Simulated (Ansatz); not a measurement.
# AlFH3NTe: the cost of one run

All numbers below are computed with Ansatz 0.2.0 (RKS LDA/def2-SVP).

## Step 1: The starting structure

Bond lengths: N1–Al2 1.851 Å, Al2–F3 1.769 Å, Al2–Te4 2.577 Å, N1–H5 1.019 Å, N1–H6 1.083 Å, Te4–H7 1.712 Å. Angles: N1–Al2–F3 119.1°, N1–Al2–Te4 122.2°, F3–Al2–Te4 118.7°, Al2–N1–H5 111.0°, Al2–N1–H6 109.3°, H5–N1–H6 104.6°, Al2–Te4–H7 91.4°.

Coordinates:

```xyz
7

N    -0.5646    1.1907    0.7979
Al    0.5718   -0.1640    0.2497
F     2.2351   -0.1872    0.8514
Te   -0.1824   -2.0180   -1.3729
H    -0.7295    1.1441    1.8026
H    -1.5405    1.0405    0.3529
H     0.2714   -1.0740   -2.7272
```

## Step 2: End point A

input.yaml

```yaml
crystal:
  periodic: [false, false, false]
  atoms:
    - { symbol: "N", position_ang: [-0.5646, 1.1907, 0.7979] }
    - { symbol: Al, position_ang: [0.5718, -0.164, 0.2497] }
    - { symbol: F, position_ang: [2.2351, -0.1872, 0.8514] }
    - { symbol: Te, position_ang: [-0.1824, -2.018, -1.3729] }
    - { symbol: H, position_ang: [-0.7295, 1.1441, 1.8026] }
    - { symbol: H, position_ang: [-1.5405, 1.0405, 0.3529] }
    - { symbol: H, position_ang: [0.2714, -1.074, -2.7272] }
basis:
  gaussian: { orbitals: def2-SVP }
hamiltonian:
  xc: lda
relax:
  f_tol: 0.015
  max_steps: 40
output:
  orbitals: {}
```

Command:

```sh
> ansatz run input.yaml --threads 1 --pin off --max-ram 2048MiB --backend cpu --events-out ev --progress --plain --runs-dir out
```

**Question.** How long does this run take on 1 thread of Arm Neoverse V2, shared host, and how much memory does it need?

About 41 s, with a peak of 0.14 GiB.
